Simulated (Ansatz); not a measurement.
# YbMn2Sb2: the cost of one run

Method: DFT PBE, scalar-relativistic, plane waves, PAW, in Ansatz 0.2.0.

### 1 The starting structure

It takes space group P-3m1 (No. 164, trigonal). Conventional cell: a = 4.522 Å, b = 4.522 Å, c = 7.439 Å, α = 90.00°, β = 90.00°, γ = 120.00°. Yb (site symmetry -3m) is surrounded by 6 Sb at 3.25 Å. Mn (site symmetry 3m) is surrounded by 4 Sb at 2.68 to 2.76 Å. Sb (site symmetry 3m) has 4 Mn at 2.68 to 2.76 Å as nearest neighbours.

Structure file:

```xyz
5
Lattice="4.5220 0.0000 0.0000 -2.2610 3.9162 0.0000 0.0000 0.0000 7.4390" Properties=species:S:1:pos:R:3 pbc="T T T"
Yb    0.0000    0.0000    0.0000
Mn    0.0000    2.6108    4.6122
Mn    2.2610    1.3054    2.8268
Sb    0.0000    2.6108    1.9341
Sb    2.2610    1.3054    5.5049
```

The moments start at Mn 3.50 μB.

### 2 Full relaxation

File input.yaml:

```yaml
crystal:
  lattice:
    - [4.522, 0.0, 0.0]
    - [-2.261, 3.9161668759, 0.0]
    - [0.0, 0.0, 7.439]
  atoms:
    - { symbol: Yb, position: [0.0, 0.0, 0.0] }
    - { symbol: Mn, position: [0.3333333333, 0.6666666667, 0.62], spin: 3.5 }
    - { symbol: Mn, position: [0.6666666667, 0.3333333333, 0.38], spin: 3.5 }
    - { symbol: Sb, position: [0.3333333333, 0.6666666667, 0.26] }
    - { symbol: Sb, position: [0.6666666667, 0.3333333333, 0.74] }
basis:
  ecutwfc: 420
  ecutrho_ratio: 4
kpoints:
  mp_grid: { grid: [10, 10, 6] }
hamiltonian:
  xc: pbe
scf:
  occupations: { method: gaussian, width: 0.05 }
output:
  forces: true
  stress: true
  eigenvalues: true
  populations: true
magnetization:
  spin_polarized: true
relax:
  f_tol: 0.01
  max_steps: 60
  cell: { stress_tol: 0.04 }
```

The run is started by

```sh
$ ansatz run input.yaml --threads 4 --pin off --max-ram 10240MiB --backend cpu --events-out ev --progress --plain --runs-dir out
```

**Question.** How long does this run take on 4 threads of Intel Xeon 6975P-C (Granite Rapids), shared host, and how much memory does it need?

About 2 min, with a peak of 1.1 GiB.
